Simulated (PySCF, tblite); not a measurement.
# C21H12Si21: electronic excitations, NMR shifts, part 2 of 2

tblite 0.8.0 and PySCF 2.14.0. Atoms count from 0.

### Step 4. NMR shifts: GIAO KT3/pcSseg-1

The job: settings as JSON, then the geometry in Å.

```
{"job": {"kind": "nmr", "xc": "KT3", "basis": "pcSseg-1", "pop": false}, "charge": 0, "multiplicity": 1}
Si     1.357484     2.473756    -4.694914
C     -0.407244     2.795012    -4.710139
C     -2.648835     0.975590    -3.188762
Si    -2.821259    -0.060380    -4.694808
C     -2.217036    -1.749093    -4.710311
C      0.480357    -2.780715    -3.190126
Si     1.463572    -2.411256    -4.695725
C      2.624519    -1.044538    -4.710024
Si     2.629700     0.007479    -3.206878
C      2.169074     1.806658    -3.188857
Si     1.343380     2.298423    -1.588450
C     -0.475037     2.653386    -1.600527
Si    -1.320745     2.273915    -3.206385
C     -2.642846     0.964225     0.000093
Si    -2.662107     0.014746    -1.588508
C     -2.060196    -1.737460    -1.601356
Si    -1.308230    -2.279986    -3.207210
C      0.486986    -2.770550    -0.000380
Si     1.318899    -2.311720    -1.589284
C      2.535923    -0.914449    -1.600974
Si     2.634383     0.003669     0.000144
C      2.156211     1.806810     0.000002
Si     1.343605     2.298174     1.588860
C     -0.475095     2.653149     1.600747
Si    -1.320116     2.279573     0.000018
C     -2.649150     0.975212     3.189565
Si    -2.662008     0.014851     1.588868
C     -2.059734    -1.737301     1.601180
Si    -1.314152    -2.282476    -0.000157
C      0.480205    -2.781903     3.189719
Si     1.319049    -2.312401     1.588840
C      2.535666    -0.914489     1.601237
Si     2.629504     0.006880     3.207533
C      2.169170     1.806203     3.189579
Si     1.357350     2.473317     4.695415
C     -0.407229     2.795034     4.710258
Si    -1.320901     2.273529     3.206704
Si    -2.820680    -0.060797     4.695427
C     -2.217053    -1.749483     4.710161
Si    -1.308224    -2.280284     3.207139
Si     1.463908    -2.413141     4.695235
C      2.623985    -1.045658     4.710297
H      2.168301     2.751130    -5.898174
H     -0.925245     3.154534    -5.587311
H     -3.465939     0.503415    -5.897767
H     -2.269118    -2.377396    -5.587396
H      1.297101    -3.250731    -5.898018
H      3.194550    -0.775338    -5.586886
H      2.167588     2.749399     5.899016
H     -0.925218     3.154012     5.587633
H     -3.464965     0.502397     5.898148
H     -2.269105    -2.377908     5.586991
H      1.298645    -3.253323     5.897193
H      3.193589    -0.776131     5.587332
```

Level: GIAO KT3/pcSseg-1 NMR shielding, non-relativistic, gas phase.

The program printed:

```text
start: PBE on a coarse grid of 59834 points
cycle   1  E = -6880.3451434457  dE =  6.867e+00  |g| = 2.405e+00  |ddm| = 9.489e+00
cycle   2  E = -6874.1012720141  dE =  6.244e+00  |g| = 4.624e+00  |ddm| = 8.577e+00
cycle   3  E = -6881.8070723023  dE = -7.706e+00  |g| = 6.045e-01  |ddm| = 7.431e+00
cycle   4  E = -6881.8184383113  dE = -1.137e-02  |g| = 6.159e-01  |ddm| = 1.970e+00
cycle   5  E = -6881.9317756869  dE = -1.133e-01  |g| = 2.437e-01  |ddm| = 1.147e+00
cycle   6  E = -6881.9496672097  dE = -1.789e-02  |g| = 5.408e-02  |ddm| = 3.539e-01
cycle   7  E = -6881.9504832949  dE = -8.161e-04  |g| = 1.784e-02  |ddm| = 8.374e-02
cycle   8  E = -6881.9505209859  dE = -3.769e-05  |g| = 1.445e-02  |ddm| = 3.986e-02
cycle   9  E = -6881.9505860040  dE = -6.502e-05  |g| = 3.666e-03  |ddm| = 1.923e-02
final grid: 482873 points
cycle  10  E = -6948.4742910102  dE = -1.544e-01  |g| = 5.561e-01  |ddm| = 1.097e+00
cycle  11  E = -6948.4826020214  dE = -8.311e-03  |g| = 2.860e-01  |ddm| = 5.210e-01
cycle  12  E = -6948.4826810337  dE = -7.901e-05  |g| = 1.588e-01  |ddm| = 5.009e-01
cycle  13  E = -6948.4902354119  dE = -7.554e-03  |g| = 4.061e-02  |ddm| = 2.924e-01
cycle  14  E = -6948.4908016040  dE = -5.662e-04  |g| = 5.294e-03  |ddm| = 6.267e-02
cycle  15  E = -6948.4908066966  dE = -5.093e-06  |g| = 4.565e-03  |ddm| = 1.262e-02
cycle  16  E = -6948.4908117881  dE = -5.092e-06  |g| = 1.273e-03  |ddm| = 7.671e-03
cycle  17  E = -6948.4908114583  dE =  3.299e-07  |g| = 6.816e-04  |ddm| = 2.373e-03
cycle  18  E = -6948.4908118766  dE = -4.183e-07  |g| = 1.923e-04  |ddm| = 1.045e-03
cycle  19  E = -6948.4908119914  dE = -1.149e-07  |g| = 5.702e-05  |ddm| = 3.213e-04
converged SCF energy = -6948.4908119914

GIAO shielding tensors (ppm)
atom      isotropic    diamagn.    paramagn.     s11        s22        s33       span
  0 Si     267.461     891.061    -623.600    123.126    308.707    370.552    247.426
  1 C       90.502     274.630    -184.128      3.435    111.758    156.312    152.877
  2 C       98.426     293.772    -195.346     62.897     79.354    153.027     90.130
  3 Si     267.487     891.074    -623.587    123.170    308.676    370.615    247.445
  4 C       90.512     274.634    -184.122      3.416    111.756    156.364    152.948
  5 C       98.412     293.793    -195.381     62.916     79.296    153.025     90.110
  6 Si     267.462     891.092    -623.629    123.185    308.600    370.603    247.418
  7 C       90.656     274.633    -183.977      3.610    111.910    156.449    152.839
  8 Si     246.266     900.134    -653.868    184.258    197.936    356.604    172.346
  9 C       98.389     293.763    -195.374     62.921     79.291    152.955     90.034
 10 Si     254.965     905.323    -650.359    191.119    214.828    358.947    167.829
 11 C       79.770     300.801    -221.032     42.318     54.558    142.434    100.115
 12 Si     246.175     900.119    -653.944    184.249    197.726    356.550    172.301
 13 C      101.236     302.030    -200.794     69.520     75.908    158.282     88.762
 14 Si     254.944     905.310    -650.366    191.048    214.798    358.984    167.936
 15 C       79.666     300.794    -221.127     42.223     54.366    142.410    100.186
 16 Si     246.189     900.125    -653.936    184.104    197.967    356.496    172.393
 17 C      100.958     302.016    -201.058     69.003     75.797    158.074     89.071
 18 Si     254.773     905.309    -650.536    191.048    214.405    358.867    167.820
 19 C       79.805     300.791    -220.986     42.371     54.566    142.480    100.109
 20 Si     255.631     906.926    -651.295    179.808    215.863    371.222    191.414
 21 C      101.085     302.017    -200.933     69.254     75.790    158.211     88.956
 22 Si     254.876     905.317    -650.441    191.000    214.750    358.879    167.879
 23 C       79.690     300.794    -221.104     42.231     54.487    142.351    100.120
 24 Si     255.571     906.934    -651.362    179.937    215.539    371.238    191.300
 25 C       98.446     293.784    -195.337     62.931     79.354    153.053     90.122
 26 Si     254.885     905.310    -650.425    191.019    214.727    358.909    167.890
 27 C       79.628     300.784    -221.156     42.126     54.351    142.406    100.280
 28 Si     255.507     906.933    -651.426    179.638    215.719    371.165    191.527
 29 C       98.399     293.780    -195.380     62.871     79.304    153.023     90.152
 30 Si     254.701     905.301    -650.600    190.949    214.245    358.910    167.961
 31 C       79.734     300.786    -221.052     42.265     54.536    142.401    100.136
 32 Si     246.290     900.134    -653.845    184.251    197.999    356.620    172.368
 33 C       98.407     293.759    -195.352     62.956     79.293    152.972     90.016
 34 Si     267.466     891.067    -623.600    123.149    308.693    370.557    247.407
 35 C       90.492     274.631    -184.138      3.398    111.774    156.305    152.907
 36 Si     246.127     900.116    -653.989    184.169    197.661    356.552    172.382
 37 Si     267.535     891.087    -623.553    123.236    308.715    370.652    247.416
 38 C       90.588     274.628    -184.040      3.523    111.814    156.427    152.904
 39 Si     246.220     900.126    -653.906    184.106    198.063    356.491    172.385
 40 Si     267.405     891.088    -623.683    123.107    308.518    370.592    247.485
 41 C       90.623     274.636    -184.013      3.582    111.874    156.414    152.831
 42 H       24.717      29.029      -4.312     21.161     22.191     30.799      9.639
 43 H       26.071      30.294      -4.223     24.018     25.521     28.675      4.657
 44 H       24.723      29.041      -4.319     21.167     22.196     30.805      9.638
 45 H       26.073      30.303      -4.231     24.022     25.522     28.673      4.651
 46 H       24.732      29.064      -4.333     21.175     22.205     30.815      9.640
 47 H       26.085      30.305      -4.220     24.028     25.531     28.696      4.668
 48 H       24.720      29.038      -4.317     21.164     22.194     30.803      9.639
 49 H       26.071      30.296      -4.225     24.016     25.522     28.675      4.659
 50 H       24.729      29.056      -4.327     21.172     22.202     30.813      9.642
 51 H       26.079      30.305      -4.226     24.025     25.527     28.683      4.658
 52 H       24.731      29.061      -4.330     21.174     22.204     30.816      9.641
 53 H       26.084      30.305      -4.221     24.029     25.532     28.691      4.662
```

It took 52 s on 8 threads of Arm Neoverse V1, shared host; peak memory 4.2 GiB.

The references, computed at this level on geometries of the same kind, shield at (ppm): ¹H TMS 31.76, ¹³C TMS 184.7, ²⁹Si TMS 361.6. Their shielding less the atom's gives the shift. The references are single molecules in the gas phase. Atoms listed in one row are averaged.

```csv
atoms,environment,σ (ppm),δ (ppm)
"C11, C15, C19, C23, C27, C31",carbon bonded to 3 Si,79.7,105.0
"C1, C4, C7, C35, C38, C41","carbon bonded to 2 Si, H",90.6,94.1
"C2, C5, C9, C25, C29, C33",carbon bonded to 3 Si,98.4,86.3
"C13, C17, C21",carbon bonded to 3 Si,101.1,83.6
"H42, H44, H46, H48, H50, H52",hydrogen on a silicon bonded to 2 C,24.73,7.03
"H43, H45, H47, H49, H51, H53",hydrogen on a carbon bonded to 2 Si,26.08,5.68
"Si8, Si12, Si16, Si32, Si36, Si39",silicon bonded to 3 C,246.2,115.4
"Si10, Si14, Si18, Si22, Si26, Si30",silicon bonded to 3 C,254.9,106.8
"Si20, Si24, Si28",silicon bonded to 3 C,255.6,106.1
"Si0, Si3, Si6, Si34, Si37, Si40","silicon bonded to 2 C, H",267.5,94.2
```

Ring of atoms Si0, C1, C9, Si10, C11, Si12: NICS(0) -3.6, NICS(1) -2.9, NICS(1)zz -0.3 ppm (means of both faces).

Ring of atoms C2, C11, Si12, C13, Si14, Si24: NICS(0) -2.3, NICS(1) -2.0, NICS(1)zz 2.0 ppm (means of both faces).

Ring of atoms Si10, C11, C21, Si22, C23, Si24: NICS(0) -2.9, NICS(1) -2.3, NICS(1)zz 1.5 ppm (means of both faces).

### Step 5. What came out

What follows sums up all 2 parts.

| quantity | value |
| --- | --- |
| lowest singlet (CAM-B3LYP/6-31G*) | 3.18 eV (389 nm), f = 0.000 |
| brightest single state of those computed | state 6, 3.30 eV, f = 0.009 |
| lowest triplet | 2.73 eV |
| potential on the surface of density 0.002 e/bohr³, 1st and 99th percentile | -1.15 V and 1.39 V |
| ¹³C shifts against TMS (KT3/pcSseg-1, means over atoms taken as alike) | 105.0, 94.1, 86.3, 83.6 ppm |
| ¹H shifts against TMS (KT3/pcSseg-1, means over atoms taken as alike) | 7.03, 5.68 ppm |
| ²⁹Si shifts against TMS (KT3/pcSseg-1, means over atoms taken as alike) | 115.4, 106.8, 106.1, 94.2 ppm |

The first singlet state (HOMO→LUMO 0.67) lies at 3.18 eV and is dark; of the 6 states computed, the strongest absorption comes from states 4 to 5 together at 3.27 eV. The lowest triplet lies 0.45 eV below the lowest singlet. At KT3/pcSseg-1: The widest tensor belongs to Si0, Si3, Si6, Si34, Si37, Si40: span 247 ppm, with a paramagnetic part of -624 ppm.
